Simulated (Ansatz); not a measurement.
**YbB2 in Ansatz: convergence with k mesh**

Input of the first run (k mesh 3 × 3 × 2); the others differ in this setting and in those tied to it:

input.yaml

```yaml
crystal:
  lattice:
    - [3.2503, 0.0, 0.0]
    - [-1.62515, 2.8148423699, 0.0]
    - [0.0, 0.0, 3.7315]
  atoms:
    - { symbol: Yb, position: [0.0, 0.0, 0.0], spin: 1.0 }
    - { symbol: B, position: [0.6666666667, 0.3333333333, 0.5] }
    - { symbol: B, position: [0.3333333333, 0.6666666667, 0.5] }
hamiltonian:
  xc: pbe
  pseudopotentials: { kind: paw, level: accurate }
magnetization:
  spin_polarized: true
kpoints:
  mp_grid: { grid: [3, 3, 2] }
scf:
  occupations: { method: cold, width: 0.1 }
output:
  forces: true
  stress: true
  eigenvalues: true
```

Potentials or basis: Ansatz PAW earlier set.

Launch:

```sh
$ ansatz run input.yaml --threads 2 --pin off --max-ram 5632MiB --backend cpu --events-out ev --progress --plain --runs-dir out
```

Hardware: 2 threads of Arm Neoverse V2 (shared host).

```
      k mesh  energy less the tightest run, at zero smearing (meV/atom)  pressure (GPa)  absolute moment (μB)  SCF cycles  CPU time (s)  peak memory (GiB)
   3 × 3 × 2                                                     110.32            1.66                  0.40          24           5.9               0.43
   4 × 4 × 3                                                      23.91            2.37                  0.00          46            27               0.44
   5 × 5 × 4                                                      19.63            2.60                  0.38          17           8.1               0.46
   7 × 7 × 5                                                       6.31            2.64                  0.00          28            19               0.52
   8 × 8 × 7                                                       2.94            2.47                  0.00          25            27               0.59
 11 × 11 × 8                                                       0.90            2.36                  0.00          29            57               0.74
13 × 13 × 10                                                      -0.26            2.27                  0.00          29            92               0.92
15 × 15 × 12                                                       0.00            2.27                  0.00          32           140                1.2
```

Against the tightest run, the energy stays within 1 meV/atom from 11 × 11 × 8 on; the pressure stays within 0.1 GPa from 11 × 11 × 8 on; the absolute moment stays within 0.02 μB from 7 × 7 × 5 on. Meshes of other sizes hit other points, so gaps and Fermi surfaces needn't settle smoothly. The tightest run that finished is the yardstick and may itself not be fully converged.

Caveat, for the tightest run too: spin-orbit coupling is left out, which moves the levels of the heavy elements; without U or exact exchange the open f shell lies at the Fermi level, which spoils levels, moments and volumes; the starting moments weren't kept. The state reached can hang on the start; a lower one may exist.
